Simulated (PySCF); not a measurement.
# Ni²⁺, Ni³⁺: ionisation energy in x2c-SVPall

Wanted: the ionisation energy of nickel, up a ladder of methods.

The numbers are computed with PySCF 2.14.0 (unrestricted determinants in a Gaussian basis, no spin-orbit coupling in the energies), except any that are marked as measured or tabulated.

6 further runs of the same task are left out: 2 that didn't finish, 4 set aside as unsound or not needed.

### 1 What is computed

```
Element                                   : nickel (Z = 28)
Basis                                     : x2c-SVPall
Hamiltonian                               : scalar relativity by spin-free X2C-1e
State 1                                   : Ni²⁺: [Ar] 3d8, high-spin 3F determinant
State 2                                   : Ni³⁺: [Ar] 3d7, high-spin 4F determinant
Methods                                   : UHF, PBE, B3LYP, MP2
Core shells frozen in the correlated runs : valence: [Ar] (for Ni²⁺)
```

The outer shells:

Ni2+ [Ar] 3d8
```
[Ar] core
3d [↑↓][↑↓][↑↓][↑ ][↑ ]
```

Ni3+ [Ar] 3d7
```
[Ar] core
3d [↑↓][↑↓][↑ ][↑ ][↑ ]
```

One driver process ran all states and methods and kept the integrals in memory. Each run is shown as a PySCF script that sums up its settings (the driver passes frozen orbitals as a list and adds second-order terms of double hybrids); the logs are those of the runs themselves. The driver starts from symmetry-adapted Hartree-Fock orbitals, holds the occupation by maximum overlap and uses a logarithmic radial grid for functionals, so a plain start would take other cycles.

It was started by

```console
OMP_NUM_THREADS=1 python atomrun2.py TASK.json OUT
```

The integrals over 36 functions and the set-up took 0.12 s of CPU time.

### 2 Ni²⁺

Level: UHF.

File input.py:

```python
from pyscf import gto, scf, dft, mp, cc
import basis_set_exchange as bse
mol = gto.M(atom="Ni 0 0 0", charge=2, spin=2, symmetry="D2h",
            basis=gto.basis.parse(bse.get_basis("x2c-SVPall", elements=["Ni"], fmt="nwchem", header=False)),
            nucmod="G")
mf = scf.UHF(mol).sfx2c1e()
mf.irrep_nelec = {'Ag': (5, 3), 'B1g': (1, 1), 'B2g': (1, 1), 'B3g': (1, 1), 'B1u': (2, 2), 'B2u': (2, 2), 'B3u': (2, 2)}
mf.kernel()
```

Level: PBE.

Changes to input.py:

```diff
@@ -5,3 +5,3 @@
             nucmod="G")
-mf = scf.UHF(mol).sfx2c1e()
+mf = dft.UKS(mol, xc="PBE").sfx2c1e()
 mf.irrep_nelec = {'Ag': (5, 3), 'B1g': (1, 1), 'B2g': (1, 1), 'B3g': (1, 1), 'B1u': (2, 2), 'B2u': (2, 2), 'B3u': (2, 2)}
```

Level: B3LYP.

Changes to input.py:

```diff
@@ -5,3 +5,3 @@
             nucmod="G")
-mf = dft.UKS(mol, xc="PBE").sfx2c1e()
+mf = dft.UKS(mol, xc="B3LYP").sfx2c1e()
 mf.irrep_nelec = {'Ag': (5, 3), 'B1g': (1, 1), 'B2g': (1, 1), 'B3g': (1, 1), 'B1u': (2, 2), 'B2u': (2, 2), 'B3u': (2, 2)}
```

Level: MP2 (valence).

Changes to input.py:

```diff
@@ -5,4 +5,5 @@
             nucmod="G")
-mf = dft.UKS(mol, xc="B3LYP").sfx2c1e()
+mf = scf.UHF(mol).sfx2c1e()
 mf.irrep_nelec = {'Ag': (5, 3), 'B1g': (1, 1), 'B2g': (1, 1), 'B3g': (1, 1), 'B1u': (2, 2), 'B2u': (2, 2), 'B3u': (2, 2)}
 mf.kernel()
+mp.UMP2(mf, frozen=9).kernel()
```

### 3 Ni³⁺

Level: UHF.

File input.py:

```python
from pyscf import gto, scf, dft, mp, cc
import basis_set_exchange as bse
mol = gto.M(atom="Ni 0 0 0", charge=3, spin=3, symmetry="D2h",
            basis=gto.basis.parse(bse.get_basis("x2c-SVPall", elements=["Ni"], fmt="nwchem", header=False)),
            nucmod="G")
mf = scf.UHF(mol).sfx2c1e()
mf.irrep_nelec = {'Ag': (5, 4), 'B1g': (1, 1), 'B2g': (1, 0), 'B3g': (1, 0), 'B1u': (2, 2), 'B2u': (2, 2), 'B3u': (2, 2)}
mf.kernel()
```

Level: PBE.

Changes to input.py:

```diff
@@ -5,3 +5,3 @@
             nucmod="G")
-mf = scf.UHF(mol).sfx2c1e()
+mf = dft.UKS(mol, xc="PBE").sfx2c1e()
 mf.irrep_nelec = {'Ag': (5, 4), 'B1g': (1, 1), 'B2g': (1, 0), 'B3g': (1, 0), 'B1u': (2, 2), 'B2u': (2, 2), 'B3u': (2, 2)}
```

Level: B3LYP.

Changes to input.py:

```diff
@@ -5,3 +5,3 @@
             nucmod="G")
-mf = dft.UKS(mol, xc="PBE").sfx2c1e()
+mf = dft.UKS(mol, xc="B3LYP").sfx2c1e()
 mf.irrep_nelec = {'Ag': (5, 4), 'B1g': (1, 1), 'B2g': (1, 0), 'B3g': (1, 0), 'B1u': (2, 2), 'B2u': (2, 2), 'B3u': (2, 2)}
```

Level: MP2 (valence).

Changes to input.py:

```diff
@@ -5,4 +5,5 @@
             nucmod="G")
-mf = dft.UKS(mol, xc="B3LYP").sfx2c1e()
+mf = scf.UHF(mol).sfx2c1e()
 mf.irrep_nelec = {'Ag': (5, 4), 'B1g': (1, 1), 'B2g': (1, 0), 'B3g': (1, 0), 'B1u': (2, 2), 'B2u': (2, 2), 'B3u': (2, 2)}
 mf.kernel()
+mp.UMP2(mf, frozen=9).kernel()
```

Before running it: what results should come out?

**Answer**, as computed:

```
               quantity                                                          value
ionisation energy, Ni²⁺  UHF 32.895, MP2 (valence) 34.583 eV; reference 35.187 ± 0.019
```

The methods span 3.289 eV, from UHF (32.895) to PBE (36.184). The reference is uncertain or not like for like (spin-orbit coupling or other relativistic terms), so no ranking of close methods is drawn. The basis is finite, and no extrapolation was made.
